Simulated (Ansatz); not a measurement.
# AlBFH5Si: the cost of one run

Program: Ansatz 0.2.0. Level of theory: RKS BLYP-D4/def2-SVP. These are calculated values, not measurements.

### Step 1. The system as given

Bond lengths: F1–Al2 1.845 Å, Al2–B3 2.057 Å, B3–Si4 1.994 Å, Al2–H5 1.582 Å, B3–H6 1.194 Å, Si4–H7 1.436 Å, Si4–H8 1.488 Å, Si4–H9 1.454 Å. Angles: F1–Al2–B3 119.3°, F1–Al2–H5 121.3°, B3–Al2–H5 119.4°, Al2–B3–Si4 120.5°, Al2–B3–H6 121.0°, Si4–B3–H6 118.3°, B3–Si4–H7 109.8°, B3–Si4–H8 105.4°, B3–Si4–H9 108.1°, H7–Si4–H8 109.2°, H7–Si4–H9 113.9°, H8–Si4–H9 110.0°.

As a file:

```xyz
9

F    -1.2744   -1.7961    1.7050
Al   -1.3337    0.0236    1.4043
B    -0.1362    0.8409   -0.0555
Si    1.1256   -0.3070   -1.0878
H    -2.2818    0.9661    2.2500
H    -0.1045    2.0203   -0.2358
H     1.8474    0.4934   -2.0373
H     0.2691   -1.2792   -1.8192
H     1.9770   -1.0082   -0.1409
```

### Step 2. End point A

input.yaml reads:

```yaml
crystal:
  periodic: [false, false, false]
  atoms:
    - { symbol: F, position_ang: [-1.2744, -1.7961, 1.705] }
    - { symbol: Al, position_ang: [-1.3337, 0.0236, 1.4043] }
    - { symbol: B, position_ang: [-0.1362, 0.8409, -0.0555] }
    - { symbol: Si, position_ang: [1.1256, -0.307, -1.0878] }
    - { symbol: H, position_ang: [-2.2818, 0.9661, 2.25] }
    - { symbol: H, position_ang: [-0.1045, 2.0203, -0.2358] }
    - { symbol: H, position_ang: [1.8474, 0.4934, -2.0373] }
    - { symbol: H, position_ang: [0.2691, -1.2792, -1.8192] }
    - { symbol: H, position_ang: [1.977, -1.0082, -0.1409] }
basis:
  gaussian: { orbitals: def2-SVP }
hamiltonian:
  xc: blyp
  dispersion: d4
relax:
  f_tol: 0.02
  max_steps: 50
output:
  orbitals: {}
```

Command:

```console
$ ansatz run input.yaml --threads 2 --pin off --max-ram 3072MiB --backend cpu --events-out ev --progress --plain --runs-dir out
```

**Question.** How long does this run take on 2 threads of Intel Xeon Platinum 8488C (Sapphire Rapids), shared host, and how much memory does it need?

About 33 s, with a peak of 0.17 GiB.
